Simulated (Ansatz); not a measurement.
# Cu(PH3)(OH) (CuH4OP): the relaxed shape and its frontier levels

Aim: characterise Cu(PH3)(OH) (CuH4OP) as a singlet: its structure, frontier levels and distribution of charge.

The runs use Ansatz 0.2.0, Gaussian basis; RKS PBE0-D4/def2-TZVP.

The runs, in order: relaxation at B3LYP-D4/def2-TZVP; a search for the lowest solution at PBE0-D4/def2-SVP; a single point at PBE0-D4/def2-TZVP; harmonic vibrations at B3LYP-D4/def2-TZVP.

## (1) The starting structure

7 atoms, charge 0, spin multiplicity 1.

Atoms are counted from 1 here; the program's logs count them from 0.

Bond lengths: Cu1–P2 2.139 Å, Cu1–O6 1.743 Å, P2–H3 1.382 Å, P2–H4 1.381 Å, P2–H5 1.382 Å, O6–H7 0.956 Å. Angles: P2–Cu1–O6 175.1°, Cu1–P2–H3 121.4°, Cu1–P2–H4 120.9°, Cu1–P2–H5 122.1°, H3–P2–H4 95.2°, H3–P2–H5 95.0°, H4–P2–H5 95.4°, Cu1–O6–H7 115.5°.

Coordinates:

```
Cu   -0.0210    0.0506   -0.9673
P    -0.0539    0.0811    1.1708
H    -0.7422   -0.8739    1.8952
H    -0.5750    1.1602    1.8572
H     1.1023   -0.0053    1.9236
O    -0.0831    0.1434   -2.7067
H     0.3729   -0.5561   -3.1729
```

Formally the metal is d10. No spin-orbit coupling is included.

The start is a GFN2-xTB geometry.

## (2) Relaxation at B3LYP-D4/def2-TZVP

in.yaml

```yaml
crystal:
  periodic: [false, false, false]
  atoms:
    - {symbol: Cu, position_ang: [-0.020970, 0.050570, -0.967270]}
    - {symbol: P, position_ang: [-0.053860, 0.081070, 1.170850]}
    - {symbol: H, position_ang: [-0.742230, -0.873870, 1.895160]}
    - {symbol: H, position_ang: [-0.575040, 1.160190, 1.857240]}
    - {symbol: H, position_ang: [1.102270, -0.005290, 1.923600]}
    - {symbol: O, position_ang: [-0.083060, 0.143380, -2.706710]}
    - {symbol: H, position_ang: [0.372900, -0.556060, -3.172860]}
basis:
  gaussian: {orbitals: def2-TZVP}
hamiltonian: {xc: {name: B3LYP}, dispersion: d4}
scf: {lower_state_search: "off"}
output: {orbitals: {seedname: orbitals}}
relax: {f_tol: 0.02, max_steps: 100}
```

Command:

```sh
$ ansatz run in.yaml --threads 4 --pin off --events-out ev --progress --plain --max-ram 3916MiB
```

Further steps of the session: Searching for the lowest solution, PBE0-D4/def2-SVP; Single point, PBE0-D4/def2-TZVP; Vibrations by finite differences.

Before running them: what should the planned runs give, taken together? Wanted: point group; near neighbours of the metal; HOMO, LUMO at PBE0-D4/def2-TZVP; charge on the metal; dipole at B3LYP-D4/def2-TZVP; lowest, highest wavenumber.

As calculated:

| quantity | value |
| --- | --- |
| point group | C1 |
| near neighbours of the metal | P 2.15, O 1.80 Å |
| HOMO, LUMO at PBE0-D4/def2-TZVP | -6.20, -0.61 eV |
| charge on the metal (Mulliken, PBE0-D4/def2-TZVP) | +0.12 e |
| dipole at B3LYP-D4/def2-TZVP | 6.12 D |
| lowest, highest wavenumber | -27, 3835 cm⁻¹ |

What this shows: The molecule keeps its bonding pattern by the stored test; the atoms moved 0.04 Å (rms). The metal has 2 near neighbours by the distance rule, from 1.80 to 2.15 Å. The Mulliken charge of the metal, +0.12 e, depends on the basis and isn't its oxidation state. Small negative wavenumbers (down to -27 cm⁻¹) leave a minimum unproven; the force threshold was loose. The HOMO lies nearest to O6 67 %; Cu1 23 % and the LUMO to P2 30 %; H4 21 %. Whether this spin is the lowest isn't tested here. The point group is read from a loosely relaxed geometry; soft torsions can leave it below the true symmetry.
